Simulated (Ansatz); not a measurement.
Crystal: Ta4NiO11.

```
CELL_PARAMETERS angstrom
4.77089 0.00000 0.00513
0.00000 5.82454 0.00000
-1.98628 0.00000 7.25051
ATOMIC_POSITIONS crystal
Ta 0.61339 0.50000 0.76042
Ta 0.38661 0.50000 0.23958
Ta 0.16615 0.00000 0.79875
Ta 0.83385 0.00000 0.20125
Ni 0.50000 0.00000 0.50000
O 0.33278 0.79913 0.65053
O 0.66722 0.79913 0.34947
O 0.90047 0.25786 0.80718
O 0.09953 0.25786 0.19282
O 0.66722 0.20087 0.34947
O 0.33278 0.20087 0.65053
O 0.09953 0.74214 0.19282
O 0.90047 0.74214 0.80718
O 0.50000 0.50000 0.00000
O 0.50000 0.00000 0.00000
O 0.50000 0.50000 0.50000
```

The cell was built by a generator and needn't be a form met in nature.

Base run:

| Property | Result |
| --- | --- |
| Program | Ansatz 0.2.0 |
| Functional | PBE |
| Potentials or basis | Ansatz PAW |
| Cutoff | 420 eV |
| Density cutoff | 1680 eV |
| k mesh | 6 × 5 × 4 |
| Occupations | fermi-dirac, width 0.05 eV |
| Spin | collinear spin, ferromagnetic start |
| Starting moments | [0.0, 0.0, 0.0, 0.0, 1.0, 0.0, 0.0, 0.0, 0.0, 0.0, 0.0, 0.0, 0.0, 0.0, 0.0, 0.0] μB |
| Hubbard terms | Ni d U = 6 eV, Ta d U = 6 eV |

Its results: band gap on the k mesh 2.66 eV, indirect (least direct gap 2.69 eV); pressure 4.2 GPa; net moment 0.00 μB per cell; largest force 0.756 eV/Å.

Q: The run is repeated on the same cell with these changes: hubbard terms from Ni d U = 6 eV, Ta d U = 6 eV to Ni d U = 2 eV, Ta d U = 2 eV. What comes out?

A: Band gap on the k mesh 1.74 eV, indirect (least direct gap 1.92 eV); pressure 1.2 GPa; net moment 0.00 μB per cell; largest force 0.268 eV/Å.

Caveats: the magnetic or orbital state may not be the lowest; odd divisions of the mesh miss points on the zone boundary, where band edges often lie, so the gap on the mesh can be too wide; spin-orbit coupling is left out, which moves the levels of the heavy elements; the density of states is complete only up to the lowest level of the last band computed.

A k mesh can miss the band edges.

Not every run made on this cell is shown here.
